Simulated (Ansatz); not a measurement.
# Ta3Cu (I4/mmm) in Ansatz: single point with PBE

Aim: the single point of Ta3Cu with PBE.

Program: Ansatz 0.2.0. These are calculated values, not measurements. Logs are shortened: lines on timing, memory, paths and dates and some standing lists are left out, and cuts for length are marked.

## (1) The cell of the first run

The structure is tetragonal, space group I4/mmm (No. 139). Conventional cell: a = 3.973 Å, b = 3.973 Å, c = 8.416 Å, α = 90.00°, β = 90.00°, γ = 90.00°. Around Ta (site symmetry 4/mmm) lie 4 Cu at 2.81 Å and 8 Ta at 2.89 Å. Around Ta (site symmetry -4m2) lie 8 Ta at 2.81 to 2.89 Å and 4 Cu at 2.89 Å. Cu (site symmetry 4/mmm) has 12 Ta at 2.81 to 2.89 Å as nearest neighbours.

The cell comes from a database or a generator and needn't be the stable form of this composition.

## (2) Single point, PBE (strained by -1 %)

The input, input.yaml:

```yaml
crystal:
  lattice:
    - [-1.98644193, 1.98644193, 4.20817]
    - [1.98644193, -1.98644193, 4.20817]
    - [1.98644193, 1.98644193, -4.20817]
  atoms:
    - { symbol: Ta, position: [0.5, 0.5, 0.0] }
    - { symbol: Ta, position: [0.25, 0.75, 0.5] }
    - { symbol: Ta, position: [0.75, 0.25, 0.5] }
    - { symbol: Cu, position: [0.0, 0.0, 0.0] }
hamiltonian:
  xc: pbe
  pseudopotentials: { kind: paw }
kpoints:
  mp_grid: { grid: [7, 7, 7] }
scf:
  occupations: { method: fermi_dirac, width: 0.05 }
output:
  forces: true
  stress: true
  eigenvalues: true
  write_density: true
  write_potential: true
  elf: true
  volumetric_format: npy
```

Potentials or basis: Ansatz PAW.

Started as:

```sh
> ansatz run input.yaml --threads 2 --pin off --max-ram 5632MiB --backend cpu --events-out ev --progress --plain --runs-dir out
```

Standard output:

```text
Warning: RAYON_NUM_THREADS=2 ignored (pool sized by the plan → 2); use --threads N
Engine: ansatz 0.2.0, x86_64-unknown-linux-gnu
Pseudopotentials: kind: paw
Pseudopotential: Ta, paw, valence charge 13, recommended cutoff 420 eV (normal), Ta.paw.azcp
Pseudopotential: Cu, paw, valence charge 19, recommended cutoff 420 eV (normal), Cu.paw.azcp
Functional definition: PBE
  parameter kappa = 0.804
  parameter beta = 0.06672455060314922
  exchange = pbe_x(kappa = kappa, mu = beta*pi^2/3)
  correlation = pbe_c(beta = beta)
Crystal: 4 atoms, lattice volume = 66.421 Å³
Basis set: ecut = 420 eV, 1347 PW (Γ), exchange–correlation on 72×72×72 points (8 copies of the dense FFT grid, shifted against one another)
Bands: 35, of which v1, the nominal top of the filled ones, is band 29 counted from 1 (28 counted from 0)
Symmetry: 16 space group operations
Space group: I4/mmm (ITA 139), of the structure as read, at distance tolerance 4.0e-5 Å
k-points: 40 of 343
Non-local potential: Ta, projectors of the file, l = 0: 3, l = 1: 2, l = 2: 2, l = 3: 1
Non-local potential: Cu, projectors of the file, l = 0: 3, l = 1: 2, l = 2: 3, l = 3: 1
PAW form: soft (Blöchl's): semilocal exchange-correlation on the pseudo side does not see the compensation charge
PAW one-centre angular grid: Ta, 590 points (default); XC on 64 Gauss nodes
PAW one-centre angular grid: Cu, 590 points (default); XC on 64 Gauss nodes
Initial density: superposition of atomic densities (neutral atoms: chi_scale 0, normalization atom), corrected by the library's trained network
Initial wavefunctions: pseudopotential atomic-orbital guess
Functional: x = pbe(κ = 0.804, μ = 0.2195149727645171), c = pbe(β = 0.06672455060314922)
SCF iter   1: F=—  HF=-36421.294580 eV  |F-HF|=—  |Δ(HF+E_count)|=         —  Δρ=6.84e-3  dr2=2.58e-2  ethr=1.77e-3  ⟨swp⟩=5.4  Hψ=4768  notcnv=0  defer=1
preconditioner: auto → Kerker (q_TF=auto, 2.667 Å⁻¹)  [metal: Δε(μ)=0.069 eV  Ē_g=4.825 eV  σ=0.050 eV  W_gap=0.33  n_scr=14 (ndim 8)  ℏωp=23.2 eV  f_vac=0.000  D(μ)=3.21/eV (n_scr^D=30)]
SCF iter   2: F=—  HF=-36421.294645 eV  |F-HF|=—  |Δ(HF+E_count)|=   6.53e-5  Δρ=3.75e-3  dr2=7.45e-3  ethr=4.44e-5  ⟨swp⟩=1.9  Hψ=2079  notcnv=0  defer=1
SCF iter   3: F=—  HF=-36421.294084 eV  |F-HF|=—  |Δ(HF+E_count)|=   5.62e-4  Δρ=2.24e-3  dr2=2.49e-3  ethr=1.28e-5  ⟨swp⟩=2.0  Hψ=1884  notcnv=0  defer=1
SCF iter   4: F=—  HF=-36421.293689 eV  |F-HF|=—  |Δ(HF+E_count)|=   3.94e-4  Δρ=2.96e-4  dr2=7.00e-5  ethr=4.29e-6  ⟨swp⟩=2.0  Hψ=1684  notcnv=0  defer=1
SCF iter   5: F=—  HF=-36421.293693 eV  |F-HF|=—  |Δ(HF+E_count)|=   4.03e-6  Δρ=1.04e-4  dr2=4.33e-6  ethr=1.21e-7  ⟨swp⟩=2.0  Hψ=1865  notcnv=0  defer=1
SCF iter   6: F=—  HF=-36421.293693 eV  |F-HF|=—  |Δ(HF+E_count)|=   6.06e-7  Δρ=1.43e-5  dr2=8.70e-8  ethr=1.72e-10  ⟨swp⟩=8.3  Hψ=9641  notcnv=0
SCF iter   7: F=-36421.293693 eV  HF=-36421.293693 eV  |F-HF|=9.38e-9  |Δ(HF+E_count)|=   4.46e-8  Δρ=6.66e-6  dr2=2.55e-8  ethr=1.50e-10  ⟨swp⟩=8.3  Hψ=8096  notcnv=0
SCF 1 converged in 7 iterations: F = -36421.293693 eV  dr2 = 2.55e-8
SCF converged after 7 iterations
Free energy (F): -36421.293693 eV
Harris-Foulkes:  -36421.293693 eV  (|F-HF|=9.38e-9)
Internal energy: -36421.265399 eV  (E = F + TS)
E sigma→0 (E₀):  -36421.279546 eV
Entropy (-TS):   -0.028294 eV (-7.073 meV/atom)
Fermi energy:    18.503980 eV
--- Per-component energies (eV) ---
  E_band       = -667.793154
  E_kinetic    = 1397.407678
  E_local      = -6394.728276  (includes V_loc(G=0)·N_el)
  E_nonlocal   = 427.031285
  E_hartree    = 2705.078483
  E_xc         = -745.824130
  E_vxc        = -728.895066  (∫ρ·V_xc dr)
  E_paw        = -26846.309809  (= ΣΔE_a)
  E_vpaw       = -778.754201  (= ΣTr[D̂ρ^β])
  E_aug_tail   = 0.000715  (compensation charges beyond the density's cutoff)
  E_ewald      = -6963.921345
  E_smearing   = -0.028294  (= −TS)
  E_closure    = 0.000000  (closes the sum)
  Σ components = -36421.293693   (vs F -36421.293693, Δ=0.00e0)
--- Forces (eV/Å), atoms counted from 1 ---
  atom   1  Ta     0.00000000     0.00000000    -0.00000000
  atom   2  Ta     0.00000000    -0.00000000     0.00000000
  atom   3  Ta     0.00000000    -0.00000000     0.00000000
  atom   4  Cu     0.00000000     0.00000000     0.00000000
  max |Σ_I F_I| component: 3.47e-18 eV/Å
--- Stress (GPa, compression-positive) ---
        4.975300       0.000000       0.000000
        0.000000       4.975300       0.000000
       -0.000000      -0.000000       2.930574
  P = ⅓ Tr σ = 4.2937 GPa (42.937 kbar)
--- Band table (eV; the first three rows and the last of 40) ---
  k-point 0: bands = ["-94.5399", "-51.9036", "-51.9036", "-51.8503", "-49.0858", "-48.9619", "-48.8993", "-16.0536", "-15.8993", "-15.8993", "-15.6691", "-15.6691", "-15.4810", "-15.0601", "-15.0321", "-15.0321", "9.9781", "13.6576", "14.4512", "14.6430", "14.9227", "15.2206", "15.2206", "16.2537", "16.5577", "16.8414", "16.8414", "18.3620", "18.3620", "18.6135", "20.4560", "20.7944", "20.9318", "21.3492", "22.9520"]
  k-point 1: bands = ["-94.5399", "-51.9037", "-51.9036", "-51.8503", "-49.0738", "-48.9618", "-48.9111", "-16.0760", "-15.8654", "-15.7693", "-15.7360", "-15.6801", "-15.3977", "-15.2172", "-15.0762", "-15.0209", "10.5405", "14.0362", "14.6820", "14.8204", "15.0705", "15.2265", "15.4484", "15.6640", "16.5064", "16.9261", "17.1872", "17.9190", "18.2136", "18.5891", "19.2329", "20.9945", "21.0626", "21.4684", "22.2683"]
  k-point 2: bands = ["-94.5399", "-51.9038", "-51.9037", "-51.8503", "-49.0467", "-48.9617", "-48.9375", "-16.1478", "-15.9090", "-15.7524", "-15.7458", "-15.5658", "-15.3552", "-15.2908", "-15.1336", "-15.0004", "12.0192", "14.3048", "14.5389", "14.6726", "15.1621", "15.1981", "15.2515", "16.6193", "16.6750", "17.1371", "17.2509", "17.7200", "17.8375", "18.2028", "18.9499", "19.7051", "21.2401", "21.6341", "21.8529"]
  k-point 39: bands = ["-94.5399", "-51.9037", "-51.9036", "-51.8504", "-49.0227", "-49.0190", "-48.9056", "-16.0270", "-16.0224", "-15.7218", "-15.5096", "-15.4604", "-15.4581", "-15.4336", "-15.1173", "-15.0776", "12.7665", "12.8280", "13.7829", "13.9665", "14.5111", "14.5319", "14.9235", "15.8587", "16.3076", "16.9221", "17.2229", "17.2413", "18.9589", "19.3013", "20.3735", "21.1436", "21.5720", "22.1407", "22.4643"]
```

It took 3 s on 2 threads of Intel Xeon 6975P-C (Granite Rapids), shared host; peak memory 0.47 GiB.

What came out:

```yaml
Free_energy: -36421.2937 eV
Pressure: 4.3 GPa
Band_gap_on_the_k_mesh: none (metal or under the smearing width)
```

Spin-orbit coupling is left out, which matters for the levels of Ta.
